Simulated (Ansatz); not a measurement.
This script makes an equation of state with a fit of Mo3Pt, space group Pm-3m with Ansatz's Python interface.

Script `mo3pt_eos.py`:
```python
# -*- coding: utf-8 -*-
"""Bulk modulus of Mo3Pt from an E(V) curve."""

import warnings

import ansatz as az
import numpy as np
from pymatgen.analysis.eos import EOS

vectors0 = np.array([
    [3.973984, 0.0, 0.0],
    [0.0, 3.973984, 0.0],
    [0.0, 0.0, 3.973984],
])
sites = [
    ("Mo", (0.0, 0.5, 0.5)),
    ("Mo", (0.5, 0.0, 0.5)),
    ("Mo", (0.5, 0.5, 0.0)),
    ("Pt", (0.0, 0.0, 0.0)),
]


def make_crystal(cell):
    crystal = az.Crystal(lattice=az.Lattice.of(cell))
    for symbol, position in sites:
        crystal = crystal.atom(symbol, position)
    return crystal


def main():
    warnings.simplefilter("ignore", az.DeckWarning)

    # uniform scaling of the cell
    volumes, energies, pressures = [], [], []
    for scale in np.linspace(0.94, 1.06, 7):
        cell = vectors0 * scale ** (1 / 3)
        base = (
            make_crystal(cell).calculation()
            .functional("PBEsol")
            .basis(17 * az.Ha)
            .occupations("fermi_dirac")
            .kpoints(6, 6, 6)
            .stress()
        )
        r = base.run(threads=1).report
        volumes.append(abs(np.linalg.det(cell)) / len(sites))
        energies.append(r["free_energy_ev"] / len(sites))
        pressures.append(np.trace(r["stress_gpa"]) / 3)
        print(f"V = {volumes[-1]:8.4f} A^3/atom  F = {energies[-1]:.5f} eV/atom  P = {pressures[-1]:8.3f} GPa")

    for form in ["murnaghan", "pourier_tarantola"]:
        fit = EOS(eos_name=form).fit(volumes, energies)
        print(f"{form:18s} V0 {fit.v0:8.4f} A^3/atom  B0 {fit.b0_GPa:7.1f} GPa  B1 {fit.b1:5.2f}")


if __name__ == "__main__":
    main()
```

Estimate the equilibrium volume and the bulk modulus.

A third-order Birch-Murnaghan fit through the 7 points (the script's own form differs a little) has its minimum at 15.12 Å³ an atom, 3.6 % below the typed cell, with a bulk modulus of 289 GPa and dB/dP = 4.6. From that minimum the energy rises by 8.5 meV an atom on the compressed side and 114.4 meV on the expanded side. The window is off centre, so dB/dP is rough.

What the script printed:

Running `python mo3pt_eos.py` prints:
```text
V =  14.7484 A^3/atom  F = -6769.17084 eV/atom  P =    7.544 GPa
V =  15.0622 A^3/atom  F = -6769.17917 eV/atom  P =    1.075 GPa
V =  15.3760 A^3/atom  F = -6769.17551 eV/atom  P =   -4.700 GPa
V =  15.6898 A^3/atom  F = -6769.16117 eV/atom  P =   -9.852 GPa
V =  16.0036 A^3/atom  F = -6769.13729 eV/atom  P =  -14.444 GPa
V =  16.3174 A^3/atom  F = -6769.10492 eV/atom  P =  -18.532 GPa
V =  16.6312 A^3/atom  F = -6769.06499 eV/atom  P =  -22.167 GPa
murnaghan          V0  15.1176 A^3/atom  B0   289.2 GPa  B1  4.74
pourier_tarantola  V0  15.1182 A^3/atom  B0   288.3 GPa  B1  4.38
```

Notes:
- Total energies depend on the potentials; only differences at equal settings carry meaning.
- The run is spin-unpolarised.
- The mesh is modest for a metal, so energies can be off by several to tens of meV an atom and pressures by half a GPa or more; differences at equal mesh fare better.
- Pressure is positive in compression.
- Spin-orbit coupling, which matters for elements this heavy, is left out.
- At these settings the cell as given stands under about -10 GPa, so it isn't at this functional's equilibrium volume.
- The structure comes from a database of computed cells and needn't be a stable or known phase.
- It ran for 17 s on 1 thread of Intel(R) Xeon(R) Platinum 8375C CPU @ 2.90GHz (Ice Lake), with other jobs on the host, peak memory 0.53 GiB.
